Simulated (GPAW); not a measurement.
The system is Al4Co3, a slab with vacuum.

```
Al Co
1.0
     2.81940    0.00000    0.00000
     0.00000    2.81940    0.00000
     0.00000    0.00000   23.45821
Al Co
4 3
Direct
  0.00000 0.00000 0.31972
  0.00000 0.00000 0.43991
  0.00000 0.00000 0.56009
  0.00000 0.00000 0.68028
  0.50000 0.50000 0.37981
  0.50000 0.50000 0.50000
  0.50000 0.50000 0.62019
```

The cell isn't the ideal one: the (1 0 0) slab of AlCo, cut from the database cell, not relaxed.

Base run:

* Program: GPAW 26.7.0
* Functional: revPBE
* Potentials or basis: the program's PAW data sets (release 1.2.1) made for this functional
* Cutoff: 450 eV
* Basis: pw
* k mesh: 9 × 9 × 1
* Occupations: fermi-dirac, width 0.05 eV
* Spin: collinear spin, ferromagnetic start
* Starting moments: [0.0, 2.0, 0.0, 2.0, 0.0, 2.0, 0.0] μB

Its results: band gap on the k mesh none (metal or under the smearing width); net moment 1.26 μB per cell; site moments Al +0.03, -0.01; Co +0.49, +0.09 μB; largest force 0.752 eV/Å.

**Question.** After a change of settings the same cell gave: band gap on the k mesh none (metal or under the smearing width); net moment 0.62 μB per cell; site moments Al +0.01, -0.01; Co +0.24, +0.06 μB; largest force 0.659 eV/Å. Which change was it?
A. functional from revPBE to LDA
B. functional from revPBE to RPBE
C. functional from revPBE to PBEsol; potentials or basis from the program's PAW data sets (release 1.2.1) made for this functional to PAW data sets generated in the run's folder for this functional
D. functional from revPBE to BEEF-vdW; potentials or basis from the program's PAW data sets (release 1.2.1) made for this functional to GPAW PAW data sets (gpaw-data 1.2.1)

**Answer.** A.

Runs at the PBE level aren't shown here.
